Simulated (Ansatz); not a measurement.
# Y: stress in a strained cell

Aim: deform Y (equal xy, yz and zx engineering shear strains of -1 %) and compute stress, forces and field gradients with LAPW, PAW and all-electron datasets made for the crystal.

Program: Ansatz 0.2.0. Level of theory: DFT LDA, scalar-relativistic. These are calculated values, not measurements.

## Step 1: The structure to begin with

Symmetry: Fm-3m, No. 225, cubic system. Conventional cell: a = 4.970 Å, b = 4.970 Å, c = 4.970 Å, α = 90.00°, β = 90.00°, γ = 90.00°. Y (site symmetry m-3m) is surrounded by 12 Y at 3.51 Å.

As a file:

```cif
data_structure
_symmetry_space_group_name_H-M 'P 1'
_symmetry_Int_Tables_number 1
_cell_length_a 3.5143
_cell_length_b 3.5143
_cell_length_c 3.5143
_cell_angle_alpha 60.000
_cell_angle_beta 60.000
_cell_angle_gamma 60.000
_cell_volume 30.69
loop_
_atom_site_label
_atom_site_type_symbol
_atom_site_fract_x
_atom_site_fract_y
_atom_site_fract_z
_atom_site_occupancy
Y1 Y 0.00000 0.00000 0.00000 1
```

## Step 2: After the deformation

Space group Fm-3m before, R-3m after.

## Step 3: All-electron LAPW

Contents of input.yaml:

```yaml
crystal:
  lattice:
    - [-0.02485, 2.472575, 2.472575]
    - [2.472575, -0.02485, 2.472575]
    - [2.472575, 2.472575, -0.02485]
  atoms:
    - { symbol: "Y", position: [0.0, 0.0, 0.0] }
kpoints:
  mp_grid: { grid: [13, 13, 13] }
  band_path:
    path:
      - [0.0, 0.0, 0.0]
      - [0.5, 0.5, 0.5]
      - [0.2525443832, 0.5, 0.7474556168]
      - [-0.2525443832, 0.2525443832, 0.5]
      - [0.0, 0.0, 0.5]
      - [0.0, 0.0, 0.0]
      - [-0.3762721916, 0.0, 0.3762721916]
      - [0.0, 0.3762721916, 0.6237278084]
      - [0.0, 0.5, 0.5]
    npoints: 5
scf:
  occupations: { method: fermi_dirac, width: 0.05 }
hamiltonian:
  xc: lda
  pseudopotentials: { kind: all_electron, lapw: { basis_error: 0.001 } }
output:
  forces: true
  stress: true
  eigenvalues: true
```

Started as:

```sh
ansatz run input.yaml --threads 1 --pin off --max-ram 3072MiB --backend cpu --events-out ev --progress --plain --runs-dir out
```

## Step 4: PAW with frozen cores

Contents of input.yaml:

```yaml
crystal:
  lattice:
    - [-0.02485, 2.472575, 2.472575]
    - [2.472575, -0.02485, 2.472575]
    - [2.472575, 2.472575, -0.02485]
  atoms:
    - { symbol: "Y", position: [0.0, 0.0, 0.0] }
kpoints:
  mp_grid: { grid: [13, 13, 13] }
scf:
  occupations: { method: fermi_dirac, width: 0.05 }
hamiltonian:
  xc: lda
  pseudopotentials: { kind: paw }
output:
  forces: true
  stress: true
  eigenvalues: true
  efg: { contact_densities: true }
```

## Step 5: Datasets made for this crystal

Edit input.yaml of step 4 so:

```diff
@@ -13,3 +13,3 @@
   xc: lda
-  pseudopotentials: { kind: paw }
+  pseudopotentials: { kind: all_electron, datasets: crystal }
 output:
```

(Steps that only read results are left out.)

Before running it: what results should come out? Wanted: pressure; largest shear or deviatoric stress.

The runs gave:

```
                                 quantity                                              value
                                 pressure  LAPW -1.73, PAW -1.73, crystal datasets -1.73 GPa
largest shear or deviatoric stress (LAPW)                                           0.33 GPa
```

In words: The largest part of the stress beyond the pressure is 0.33 GPa in size. No run of the undeformed cell stands beside it, so the pressure holds what the given cell had before the change. PAW: stress within 0.01 GPa of LAPW. Crystal datasets: stress within 0.01 GPa of LAPW.
